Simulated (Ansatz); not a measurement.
# revPBE/cc-pVDZ run of CH2FNSSi (SMILES FC1=N[SiH2]S1)

What is the vertical singlet–triplet gap of CH2FNSSi at revPBE/cc-pVDZ? 

The calculation is run with Ansatz 0.2.0.

111 further runs of the same task are left out: 111 set aside as unsound or not needed. Runs told in other sessions of the task aren't counted.

## Step 1: The structure to begin with

The species is CH2FNSSi (7 atoms), meant as a singlet with charge 0. SMILES: `FC1=N[SiH2]S1`. The shape is that of a PBE0-D4/def2-TZVP optimisation.

Bond lengths: F1–C2 1.316 Å, C2–N3 1.264 Å, N3–Si4 1.755 Å, C2–S5 1.779 Å, Si4–S5 2.172 Å, Si4–H6 1.478 Å, Si4–H7 1.478 Å. Some angles: F1–C2–N3 124.1°, F1–C2–S5 117.1°, N3–C2–S5 118.7°, C2–N3–Si4 91.5°, N3–Si4–S5 83.4°, C2–S5–Si4 66.4°, N3–Si4–H6 115.0°, N3–Si4–H7 115.0°, S5–Si4–H6 114.2°, S5–Si4–H7 114.2°.

## Step 2: The energy at revPBE/cc-pVDZ

in.yaml

```yaml
basis:
  gaussian: {orbitals: cc-pVDZ}
crystal:
  periodic: [false, false, false]
  atoms:
    - {symbol: F, position_ang: [1.147800, -1.939300, 1.137100]}
    - {symbol: C, position_ang: [0.551100, -0.929900, 0.538600]}
    - {symbol: "N", position_ang: [-0.672300, -0.915900, 0.221400]}
    - {symbol: Si, position_ang: [-0.525200, 0.696600, -0.454900]}
    - {symbol: S, position_ang: [1.547900, 0.494500, 0.161700]}
    - {symbol: H, position_ang: [-1.272100, 1.746800, 0.268200]}
    - {symbol: H, position_ang: [-0.716300, 0.779100, -1.917900]}
hamiltonian: {xc: {name: revPBE}}
accuracy: high
output: {orbitals: {seedname: orbitals}}
```

Run with:

```sh
$ ansatz run in.yaml --threads 1 --pin off --max-ram 2610MiB --events-out events.jsonl --progress --plain --runs-dir runs
```

The program printed:

```text
Warning: RAYON_NUM_THREADS=1 ignored (pool sized by the plan → 1); use --threads N
Functional definition: revPBE
  name "revPBE"
  parameter kappa = 1.245
  parameter beta = 0.06672455060314922
  exchange = pbe_x(kappa = kappa, mu = beta*pi^2/3)
  correlation = pbe_c(beta = beta)
2031 factors; integrals over basis functions are off by at most 3.5e-9 eV
mean field evaluation 1: about -23977.0990 eV, gradient 5.9e1 eV
mean field evaluation 2: about -23889.9612 eV, gradient 1.5e2 eV
mean field evaluation 4: about -23984.0661 eV, gradient 1.2e1 eV
mean field evaluation 8: about -23984.4132 eV, gradient 4.8e-1 eV
mean field evaluation 16: about -23984.4067 eV, gradient 1.5e-4 eV
mean field -23984.40665732 eV, -881.4106874418 hartree, gradient 2.5e-8 eV, S^2 0.000000; 0 other end points of the search recorded, 0 dependent functions left out
reference -23984.40666075 eV, -881.4106875677 hartree; 27, 27 occupied and 61, 61 virtual orbitals, 2031 factors
Total energy: -23984.40666075 eV, -881.4106875677 hartree
```

Run time: 7.5 s. Hardware: 1 thread of Arm Neoverse V2, shared host; peak memory 0.23 GiB.

## Step 3: The triplet at the same level

job.yaml

```yaml
crystal:
  periodic: [false, false, false]
  atoms:
    - {symbol: F, position_ang: [1.147800, -1.939300, 1.137100]}
    - {symbol: C, position_ang: [0.551100, -0.929900, 0.538600]}
    - {symbol: N, position_ang: [-0.672300, -0.915900, 0.221400]}
    - {symbol: Si, position_ang: [-0.525200, 0.696600, -0.454900]}
    - {symbol: S, position_ang: [1.547900, 0.494500, 0.161700]}
    - {symbol: H, position_ang: [-1.272100, 1.746800, 0.268200]}
    - {symbol: H, position_ang: [-0.716300, 0.779100, -1.917900]}
basis:
  gaussian: {orbitals: cc-pVDZ}
magnetization: {spin_polarized: true, initial_magnetization: 2}
hamiltonian: {xc: {name: revPBE}}
accuracy: high
output: {orbitals: {seedname: orbitals}}
```

Run with:

```sh
$ ansatz run job.yaml --threads 1 --pin off --max-ram 2610MiB --events-out events.jsonl --progress --plain --runs-dir runs
```

The program printed, shortened:

```text
Warning: RAYON_NUM_THREADS=1 ignored (pool sized by the plan → 1); use --threads N
[... 2 set-up lines as earlier in the session ...]
[...]
2031 factors; integrals over basis functions are off by at most 3.5e-9 eV
[...]
mean field -23979.45939457 eV, -881.2288788889 hartree, gradient 2.0e-8 eV, S^2 2.004865; 20 other end points of the search recorded, 0 dependent functions left out
reference -23979.45939808 eV, -881.2288790182 hartree; 28, 26 occupied and 60, 62 virtual orbitals, 2031 factors
Total energy: -23979.45939808 eV, -881.2288790182 hartree
```

Wall time 59 s (1 thread of Arm Neoverse V2, shared host); peak memory 0.32 GiB.

## Step 4: Results

At revPBE/cc-pVDZ:

```
                                        quantity          value
                           singlet: total energy  -881.41069 Eh
                            singlet: HOMO energy       -6.36 eV
                            singlet: LUMO energy       -1.32 eV
                          singlet: HOMO–LUMO gap        5.04 eV
                           triplet: total energy  -881.22888 Eh
     triplet: HOMO energy (highest over α and β)       -1.66 eV
                                   triplet: ⟨S²⟩          2.005
vertical energy of the triplet above the singlet       4.947 eV
```

What this shows: At this shape the triplet lies 4.95 eV (114 kcal/mol) above the singlet.
